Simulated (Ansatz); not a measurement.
**The cluster Mo₃H₆S₈: the relaxed shape and its frontier levels**

What does the cluster Mo₃H₆S₈ look like as a singlet, and where do its frontier electrons sit?

The runs use Ansatz 0.2.0, Gaussian basis; RKS PBE0-D4/def2-TZVP.

Levels to be run: relaxation at r2SCAN-D4/def2-SVP; a search for the lowest solution at PBE-D4/def2-SVP; a single point at PBE0-D4/def2-TZVP.

5 further runs of the same task are left out: 5 set aside as unsound or not needed.

## Step 1: The system as given

17 atoms, charge 0, spin multiplicity 1.

Atoms are counted from 1 here; the program's logs count them from 0.

Bond lengths: Mo1–Mo2 2.534 Å, Mo1–Mo3 2.545 Å, Mo1–S4 2.166 Å, Mo1–S6 2.407 Å, Mo1–S7 2.387 Å, Mo2–S5 2.330 Å, Mo2–S8 2.290 Å, Mo2–S9 2.293 Å, Mo3–S5 2.306 Å, Mo3–S10 2.286 Å, Mo3–S11 2.292 Å, S6–H12 1.333 Å, S7–H13 1.330 Å, S8–H14 1.343 Å, S9–H15 1.347 Å, S10–H16 1.348 Å, S11–H17 1.331 Å. Angles: Mo2–Mo1–Mo3 63.1°, Mo2–Mo1–S4 106.7°, Mo2–Mo1–S6 100.9°, Mo2–Mo1–S7 129.9°, Mo3–Mo1–S4 99.9°, Mo3–Mo1–S6 155.4°, Mo3–Mo1–S7 94.0°, S4–Mo1–S6 102.8°, S4–Mo1–S7 121.5°, S6–Mo1–S7 82.3°, Mo1–Mo2–S5 104.2°, Mo1–Mo2–S8 106.1°, Mo1–Mo2–S9 102.8°, S5–Mo2–S8 123.1°, S5–Mo2–S9 111.1°, S8–Mo2–S9 107.5°, Mo1–Mo3–S5 104.5°, Mo1–Mo3–S10 107.0° and more.

Geometry (Å):

```xyz
17
charge 0, multiplicity 1
Mo   -0.4456   -0.3890    0.5354
Mo    0.0677    1.4736   -1.1036
Mo    1.5690   -0.7142   -0.9854
S     0.5624    0.1131    2.3859
S     1.0057    0.3805   -2.9349
S    -2.7516    0.0749    1.0437
S    -1.3080   -2.5793    0.1414
S     1.1718    3.0848    0.0919
S    -2.0131    2.2943   -1.6069
S     3.4091   -0.0425    0.1924
S     1.8744   -2.9718   -1.2328
H    -2.5160    1.1467    1.8013
H    -2.4872   -2.5906    0.7574
H     1.0975    2.6233    1.3513
H    -2.8900    1.6041   -0.8519
H     2.9335    0.0953    1.4458
H     0.7206   -3.6033   -1.0309
```

Mo takes a core potential in the def2 sets. No spin-orbit coupling is included.

The start is a GFN2-xTB geometry.

## Step 2: Relaxation at r2SCAN-D4/def2-SVP

The input, in.yaml:

```yaml
crystal:
  periodic: [false, false, false]
  atoms:
    - {symbol: Mo, position_ang: [-0.445580, -0.389000, 0.535440]}
    - {symbol: Mo, position_ang: [0.067700, 1.473580, -1.103560]}
    - {symbol: Mo, position_ang: [1.568980, -0.714210, -0.985440]}
    - {symbol: S, position_ang: [0.562360, 0.113070, 2.385850]}
    - {symbol: S, position_ang: [1.005660, 0.380500, -2.934910]}
    - {symbol: S, position_ang: [-2.751620, 0.074930, 1.043670]}
    - {symbol: S, position_ang: [-1.308020, -2.579290, 0.141420]}
    - {symbol: S, position_ang: [1.171800, 3.084840, 0.091920]}
    - {symbol: S, position_ang: [-2.013120, 2.294310, -1.606880]}
    - {symbol: S, position_ang: [3.409070, -0.042470, 0.192390]}
    - {symbol: S, position_ang: [1.874430, -2.971850, -1.232810]}
    - {symbol: H, position_ang: [-2.516040, 1.146740, 1.801250]}
    - {symbol: H, position_ang: [-2.487220, -2.590580, 0.757410]}
    - {symbol: H, position_ang: [1.097480, 2.623330, 1.351330]}
    - {symbol: H, position_ang: [-2.890000, 1.604140, -0.851930]}
    - {symbol: H, position_ang: [2.933480, 0.095270, 1.445760]}
    - {symbol: H, position_ang: [0.720620, -3.603290, -1.030930]}
basis:
  gaussian: {orbitals: def2-SVP}
hamiltonian: {xc: r2scan, dispersion: d4}
scf: {lower_state_search: "off"}
output: {orbitals: {seedname: orbitals}}
relax: {f_tol: 0.03, max_steps: 70}
```

The run is started by

```
> ansatz run in.yaml --threads 2 --pin off --events-out ev --progress --plain --max-ram 32768MiB --backend cuda --devices 0, --max-vram 18GiB
```

Further steps of the session: Searching for the lowest solution, PBE-D4/def2-SVP; Single point, PBE0-D4/def2-TZVP.

Q: Predict the results of all the runs planned. Wanted: point group; commonest bond, hydrogen aside; HOMO, LUMO at PBE0-D4/def2-TZVP; dipole at r2SCAN-D4/def2-SVP.

The runs gave:

| quantity | value |
| --- | --- |
| point group | C1 |
| commonest bond, hydrogen aside | Mo–S, 10 of mean length 2.318 Å |
| HOMO, LUMO at PBE0-D4/def2-TZVP | -6.68, -3.88 eV |
| dipole at r2SCAN-D4/def2-SVP | 2.08 D |

The relaxation broke 0 and made 1 bonds, so the end is another structure than the start. No usable vibrations, so a minimum isn't proven. The HOMO lies nearest to Mo3 44 %; Mo2 15 % and the LUMO to Mo3 29 %; Mo1, Mo2 about 14 % each. Whether this spin is the lowest isn't tested here. The point group is read from a loosely relaxed geometry; soft torsions can leave it below the true symmetry.
